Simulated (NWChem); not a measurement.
**CuNH2 (SMILES [NH2][Cu]) at SVWN5/aug-cc-pVDZ (density fitting with weigend coulomb fitting)**

What is the electronic atomisation energy of CuNH2 at SVWN5/aug-cc-pVDZ (density fitting with weigend coulomb fitting)? 

The results are computed with NWChem 7.3.0.

4 further runs of the same task are left out: 2 that didn't finish, 2 set aside as unsound or not needed.

## 1. Starting point

The species is CuNH2 (4 atoms), meant as a singlet with charge 0. As SMILES, `[NH2][Cu]`. The shape is that of a PBE0-D4/def2-TZVP optimisation.

Bond lengths: N1–Cu2 1.830 Å, N1–H3 1.019 Å, N1–H4 1.019 Å. Angles: Cu2–N1–H3 107.0°, Cu2–N1–H4 107.0°, H3–N1–H4 104.5°.

## 2. A single-point energy at SVWN5/aug-cc-pVDZ (density fitting with weigend coulomb fitting) (run 1)

Contents of m1.nw:

```
start m1
title "CuH2N SVWN5"
memory stack 880 mb heap 220 mb global 1100 mb
charge 0
geometry noautosym nocenter noautoz
N    -0.277300    0.250900    0.117500
Cu    1.383600   -0.301600    0.652600
H    -0.862400   -0.581500    0.055500
H    -0.188400    0.571900   -0.845900
end
basis spherical bse
* library aug-cc-pVDZ
end
basis "cd basis" spherical
* library "weigend coulomb fitting"
end
dft
xc slater vwn_5
mult 1
grid fine
convergence energy 1e-08
iterations 100
mulliken
print low
end
task dft energy
```

Launch:

```
$ nwchem m1.nw > m1.out
```

Output:

```text
[...]
 d= 0,ls=0.0,diis     1  -1693.0787266276 -1.77D+03  3.52D-01  3.23D+00    33.3
[...]
 d= 0,ls=0.0,diis    13  -1693.2985880650 -2.13D-09  2.37D-07  7.69D-10    36.5
         Total DFT energy =    -1693.298588064999
      One electron energy =    -2520.330941750333
           Coulomb energy =      819.183271876547
    Exchange-Corr. energy =      -71.548649265777
 Nuclear repulsion energy =       79.397731074565
[...]
      Total Density - Mulliken Population Analysis
     ---------------------------------------------
    Atom       Charge   Shell Charges
 -----------   ------   -------------------------------------------------------
    1 N    7     6.99   2.02  0.76  0.69 -0.07  2.35  1.14  0.10  0.02 -0.03
    2 Cu  29    28.95   2.00  2.00  1.99  0.09  0.71  0.19 -0.00  6.00  6.01  0.05  0.09  0.02 -0.00  9.01  0.03  0.74  0.01  0.00  0.01
    3 H    1     1.03   0.73  0.22  0.00  0.05  0.03
    4 H    1     1.03   0.73  0.22  0.00  0.05  0.03
[...]
```

Run time: 37 s. Hardware: 1 thread of Intel Xeon Platinum 8488C (Sapphire Rapids), shared host; peak memory 0.17 GiB.

## 3. The Cu atom, same level (run 2)

Contents of m1.nw:

```
start m1
memory 2200 mb

geometry units angstroms noautosym nocenter noautoz
  Cu     0.000000     0.000000     0.000000
end

basis spherical bse
  * library aug-cc-pVDZ
end

basis "cd basis" spherical
  * library "weigend coulomb fitting"
end

dft
  xc slater vwn_5
  mult 2
  grid fine
  convergence energy 1e-08
  iterations 100
  mulliken
  print low
end

task dft energy
```

Run the same way, it converges to -1637.76424 Eh (log not shown).

Run 3 isn't shown in full; the table further down has it.

## 4. The N atom, same level (run 4)

Contents of input.xyz:

```xyz
1
N energy
N      0.000000     0.000000     0.000000
```

Contents of input.nw:

```
start input
title "N energy"
memory 2200 mb

geometry noautosym nocenter noautoz
  load input.xyz
end

basis "ao basis" spherical bse
  * library aug-cc-pVDZ
end

basis "cd basis" spherical
  * library "weigend coulomb fitting"
end

dft
  xc slater vwn_5
  mult 4
  grid fine
  convergence energy 1e-08
  iterations 100
  mulliken
  noprint "final vectors analysis"
end

task dft
```

Run the same way, it converges to -54.12068 Eh (log not shown).

## 5. All runs side by side

| run | level | partner | energy (Eh) | wall time |
| --- | --- | --- | --- | --- |
| 1 | SVWN5/aug-cc-pVDZ (density fitting with weigend coulomb fitting) | base | -1693.298588 | 37 s |
| 2 | USVWN5/aug-cc-pVDZ (density fitting with weigend coulomb fitting) | atoms | -1637.764239 | 33 s |
| 3 | USVWN5/aug-cc-pVDZ (density fitting with weigend coulomb fitting) | atoms | -0.478011 | 0.66 s |
| 4 | USVWN5/aug-cc-pVDZ (density fitting with weigend coulomb fitting) | atoms | -54.120675 | 0.76 s |

## 6. Outcome

Level: SVWN5/aug-cc-pVDZ (density fitting with weigend coulomb fitting).

```
                     quantity         value
         N atom: total energy  -54.12068 Eh
                 N atom: ⟨S²⟩         3.753
electronic atomisation energy     12.453 eV
```

Taking the molecule apart into free atoms costs 12.45 eV (1202 kJ/mol), before zero-point energy and without spin-orbit coupling. All runs together took 72 s, the longest 37 s.
